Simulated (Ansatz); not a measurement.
**H₂Se (singlet): the correlation ladder at angle H2–Se1–H3 = 68.0°, cc-pVDZ**

Aim: climb from Hartree-Fock through coupled cluster and multireference methods for H₂Se (singlet) at one geometry and basis, and see what each rung misses.

Method: cc-pVDZ, core rule «outside noble gas», up to 14 orbitals frozen; program: Ansatz 0.2.0, Gaussian basis.

To be run: UHF; CCSD(T) on RHF; BCCD(T) on RHF; CISD; CCSDT(Q) on RHF; CCSDTQ on RHF; CASSCF and MRCISD+Q, 2 electrons in 2 orbitals; CASSCF and NEVPT2, 2 electrons in 2 orbitals; CASSCF and MRCISD+Q, 8 electrons in 6 orbitals; CASSCF and NEVPT2, 8 electrons in 6 orbitals; Full CI.

14 further runs of the same task are left out: 10 that didn't finish, 4 set aside as unsound or not needed.

### 1 What is computed

The geometry derives from a PBE0/def2-TZVP stationary point (not a proven minimum). One angle is set to the value named; bond lengths are kept. No spin-orbit coupling is included. The filled d shell of Se may be among the frozen orbitals whatever the setting's name suggests; the logs give the count.

3 atoms, charge 0, spin multiplicity 1.

Atoms are counted from 1 here; the program's logs count them from 0.

Bond lengths: Se1–H2 1.467 Å, Se1–H3 1.467 Å. Angles: H2–Se1–H3 68.0°.

### 2 UHF

The input, in.yaml:

```yaml
crystal:
  periodic: [false, false, false]
  atoms:
    - {symbol: Se, position_ang: [0.000000, -0.030273, 0.000000]}
    - {symbol: H, position_ang: [0.000000, 1.185778, -0.820232]}
    - {symbol: H, position_ang: [0.000000, 1.185773, 0.820239]}
basis:
  gaussian: {orbitals: cc-pVDZ}
magnetization: {spin_polarized: true, initial_magnetization: 0}
hamiltonian: {xc: hf}
output: {orbitals: {seedname: orbitals}}
```

On the command line:

```console
> ansatz run in.yaml --threads 1 --pin off --events-out ev --progress --plain --max-ram 2393MiB
```

The runs that follow: CCSD(T) on RHF; BCCD(T) on RHF; CISD; CCSDT(Q) on RHF; CCSDTQ on RHF; CASSCF and MRCISD+Q, 2 electrons in 2 orbitals; CASSCF and NEVPT2, 2 electrons in 2 orbitals; CASSCF and MRCISD+Q, 8 electrons in 6 orbitals; CASSCF and NEVPT2, 8 electrons in 6 orbitals; Full CI.

Q: Predict the results of all the runs planned. Wanted: FCI below the RHF energy; RMP2 from FCI; RCCSD from FCI; RCCSD(T) from FCI; RCCSDT(Q) from FCI; NEVPT2 pair from FCI; MRCISD+Q pair from FCI; NEVPT2 valence from FCI; T1 diagnostic.

As calculated:

| quantity | value |
| --- | --- |
| FCI below the RHF energy | -4.2875 eV |
| RMP2 from FCI | +15.92 kcal/mol |
| RCCSD from FCI | +2.53 kcal/mol |
| RCCSD(T) from FCI | +0.42 kcal/mol |
| RCCSDT(Q) from FCI | +0.02 kcal/mol |
| NEVPT2 pair from FCI | +15.29 kcal/mol |
| MRCISD+Q pair from FCI | -0.21 kcal/mol |
| NEVPT2 valence from FCI | +16.18 kcal/mol |
| levels within 1 kcal/mol (43 meV) | RCCSD(T), BCCD(T), RCCSDT, RCCSDT(Q), RCCSDTQ, MRCISD+Q pair, MRCISD+Q valence |
| T1 diagnostic | 0.008 |
| effectively unpaired electrons | 0.05 |

RCCSD(T) misses by +0.42 kcal/mol, 0.4 % of the correlation energy. MRCISD+Q pair, MRCISD+Q valence fall below full CI: the +Q correction isn't variational, and the cores differ from full CI's. One determinant dominates. Of the multireference levels listed MRCISD+Q valence comes nearest in total energy (-0.20 kcal/mol), which doesn't show that its space is the better one. These misses are within one basis, not against nature.
